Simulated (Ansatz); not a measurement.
# WC (P-6m2): how the settings move a single-point run

Question: which choices in the input matter for WC (P-6m2)?

Method: reference: DFT r2SCAN, scalar-relativistic, plane waves, PAW, in Ansatz 0.2.0.

**1. The system as given**

It takes space group P-6m2 (No. 187, hexagonal). The conventional cell has a = 2.912 Å, b = 2.912 Å, c = 2.837 Å, α = 90.00°, β = 90.00°, γ = 120.00°. W (site symmetry -6m2) has 6 C at 2.20 Å in its first shell of neighbours. Around C (site symmetry -6m2) lie 6 W at 2.20 Å.

Coordinates:

```cif
data_structure
_symmetry_space_group_name_H-M 'P 1'
_symmetry_Int_Tables_number 1
_cell_length_a 2.9119
_cell_length_b 2.9119
_cell_length_c 2.8369
_cell_angle_alpha 90.000
_cell_angle_beta 90.000
_cell_angle_gamma 120.000
_cell_volume 20.83
loop_
_atom_site_label
_atom_site_type_symbol
_atom_site_fract_x
_atom_site_fract_y
_atom_site_fract_z
_atom_site_occupancy
W1 W 0.00000 0.00000 0.00000 1
C1 C 0.66667 0.33333 0.50000 1
```

**2. Baseline**

File input.yaml:

```yaml
crystal:
  lattice:
    - [2.9118677777, 0.0, 0.0]
    - [-1.4559338889, 2.521751468, 0.0]
    - [0.0, 0.0, 2.8369414953]
  atoms:
    - { symbol: W, position: [0.0, 0.0, 0.0] }
    - { symbol: C, position: [0.6666666667, 0.3333333333, 0.5] }
basis:
  ecutwfc: 500
  ecutrho_ratio: 4
kpoints:
  mp_grid: { grid: [14, 14, 12] }
  band_path:
    path:
      - [[0.0, 0.0, 0.0], [0.5, 0.0, 0.0], [0.33333333, 0.33333333, 0.0], [0.0, 0.0, 0.0], [0.0, 0.0, 0.5], [0.5, 0.0, 0.5], [0.33333333, 0.33333333, 0.5], [0.0, 0.0, 0.5]]
      - [[0.5, 0.0, 0.5], [0.5, 0.0, 0.0]]
      - [[0.33333333, 0.33333333, 0.5], [0.33333333, 0.33333333, 0.0]]
    npoints: 14
hamiltonian:
  xc: r2scan
scf:
  occupations: { method: gaussian, width: 0.05 }
  n_extra_bands: 11
output:
  forces: true
  stress: true
  eigenvalues: true
  populations: true
  dos: { projected: true, de: 0.02, nscf_kmesh: { grid: [21, 21, 18] } }
  bader: true
  write_density: true
  write_potential: true
  elf: true
  volumetric_format: npy
```

On the command line:

```console
$ ansatz run input.yaml --threads 4 --pin off --max-ram 7168MiB --backend cpu --events-out ev --progress --plain --runs-dir out
```

**3. Changing settings: mp_grid.grid [11, 11, 10], xc pbesol**

File input.yaml:

```yaml
crystal:
  lattice:
    - [2.911867777729, 2.886758689771e-11, 0.0]
    - [-1.45593388889, 2.52175146796, 0.0]
    - [0.0, 0.0, 2.8369414953]
  atoms:
    - { symbol: W, position: [-3.700743415525e-17, 0.0, 0.0] }
    - { symbol: C, position: [0.6666666666667, 0.3333333333333, 0.5] }
basis:
  ecutwfc: 500
  ecutrho_ratio: 4
kpoints:
  mp_grid: { grid: [11, 11, 10] }
hamiltonian:
  xc: pbesol
scf:
  occupations: { method: gaussian, width: 0.05 }
output:
  forces: true
  stress: true
```

**4. Variant: occupations.method tetrahedron, chi_scale 0.3, width left out**

File input.yaml:

```yaml
crystal:
  lattice:
    - [2.911867777729, 2.886758689771e-11, 0.0]
    - [-1.45593388889, 2.52175146796, 0.0]
    - [0.0, 0.0, 2.8369414953]
  atoms:
    - { symbol: W, position: [-3.700743415525e-17, 0.0, 0.0] }
    - { symbol: C, position: [0.6666666666667, 0.3333333333333, 0.5] }
basis:
  ecutwfc: 500
  ecutrho_ratio: 4
kpoints:
  mp_grid: { grid: [14, 14, 12] }
hamiltonian:
  xc: r2scan
scf:
  occupations: { method: tetrahedron }
  initial_density: { chi_scale: 0.3 }
output:
  forces: true
  stress: true
```

**5. Changing settings: occupations.method tetrahedron, width left out**

File input.yaml:

```yaml
crystal:
  lattice:
    - [2.911867777729, 2.886758689771e-11, 0.0]
    - [-1.45593388889, 2.52175146796, 0.0]
    - [0.0, 0.0, 2.8369414953]
  atoms:
    - { symbol: W, position: [-3.700743415525e-17, 0.0, 0.0] }
    - { symbol: C, position: [0.6666666666667, 0.3333333333333, 0.5] }
basis:
  ecutwfc: 500
  ecutrho_ratio: 4
kpoints:
  mp_grid: { grid: [14, 14, 12] }
hamiltonian:
  xc: r2scan
scf:
  occupations: { method: tetrahedron }
output:
  forces: true
  stress: true
  write_density: true
  write_potential: true
  elf: true
  volumetric_format: npy
```

**6. Variant: occupations.width 0.025**

File input.yaml:

```yaml
crystal:
  lattice:
    - [2.911867777729, 2.886758689771e-11, 0.0]
    - [-1.45593388889, 2.52175146796, 0.0]
    - [0.0, 0.0, 2.8369414953]
  atoms:
    - { symbol: W, position: [-3.700743415525e-17, 0.0, 0.0] }
    - { symbol: C, position: [0.6666666666667, 0.3333333333333, 0.5] }
basis:
  ecutwfc: 500
  ecutrho_ratio: 4
kpoints:
  mp_grid: { grid: [14, 14, 12] }
hamiltonian:
  xc: r2scan
scf:
  occupations: { method: gaussian, width: 0.025 }
output:
  forces: true
  stress: true
```

**7. Changing settings: scf.algorithm density_mixing**

File input.yaml:

```yaml
crystal:
  lattice:
    - [2.911867777729, 2.886758689771e-11, 0.0]
    - [-1.45593388889, 2.52175146796, 0.0]
    - [0.0, 0.0, 2.8369414953]
  atoms:
    - { symbol: W, position: [-3.700743415525e-17, 0.0, 0.0] }
    - { symbol: C, position: [0.6666666666667, 0.3333333333333, 0.5] }
basis:
  ecutwfc: 500
  ecutrho_ratio: 4
kpoints:
  mp_grid: { grid: [14, 14, 12] }
hamiltonian:
  xc: r2scan
scf:
  occupations: { method: gaussian, width: 0.05 }
  algorithm: density_mixing
output:
  forces: true
  stress: true
```

Q: Predict the outcome of this session. Wanted: for each run, ending; energy change; pressure; gap; force.

The runs gave:

| run | ending | energy change | pressure (GPa) | gap (eV) | force (eV/Å) | cycles | time |
| --- | --- | --- | --- | --- | --- | --- | --- |
| reference | converged | 0 | 0.0 | 0.00 | 0.00 | 7 | 17 s |
| 1: mp_grid.grid [11, 11, 10], xc pbesol | converged | not comparable | -4.8 | 0.00 | 0.00 | 6 | 0.98 s |
| 2: occupations.method tetrahedron, chi_scale 0.3, width left out | converged | -0.1 meV/atom (σ→0) | 0.0 | 0.00 | 0.00 | 7 | 3.2 s |
| 3: occupations.method tetrahedron, width left out | converged | -0.1 meV/atom (σ→0) | 0.0 | 0.00 | 0.00 | 6 | 3 s |
| 4: occupations.width 0.025 | converged | 0.0 meV/atom (σ→0) | 0.0 | 0.00 | 0.00 | 6 | 2.6 s |
| 5: scf.algorithm density_mixing | converged | 0.0 meV/atom | 0.0 | 0.00 | 0.00 | 7 | 3.1 s |

Times don't compare one to one where runs were asked for different outputs or read a saved state (see the inputs); cycles may leave out searches for a lower state.

Residual by cycle in the longest SCF loop of each run; runs are numbered as in the table. The quantity is the density residual dr2, in eV.

| cycle | reference | run 1 | run 2 | run 3 | run 4 | run 5 |
| --- | --- | --- | --- | --- | --- | --- |
| 1 | 0.00912 | 0.0236 | 3.25 | 0.00814 | 0.00909 | 0.00913 |
| 2 | 0.00766 | 0.00373 | 0.332 | 0.0034 | 0.00318 | 0.00768 |
| 3 | 0.00102 | 2.1e-5 | 0.00874 | 5.8e-4 | 5.0e-4 | 0.00103 |
| 4 | 1.4e-4 | 1.2e-6 | 3.3e-4 | 3.9e-5 | 2.6e-5 | 1.4e-4 |
| 5 | 7.8e-6 | 7.5e-9 | 3.4e-6 | 2.7e-6 | 1.7e-6 | 8.0e-6 |
| 6 | 9.2e-8 | 7.6e-11 | 8.1e-8 | 3.5e-8 | 1.8e-8 | 9.4e-8 |
| 7 | 4.7e-9 | - | 3.6e-10 | - | - | 4.1e-9 |

The reference leaves spin out although W can carry a moment, so its state need not be the lowest.
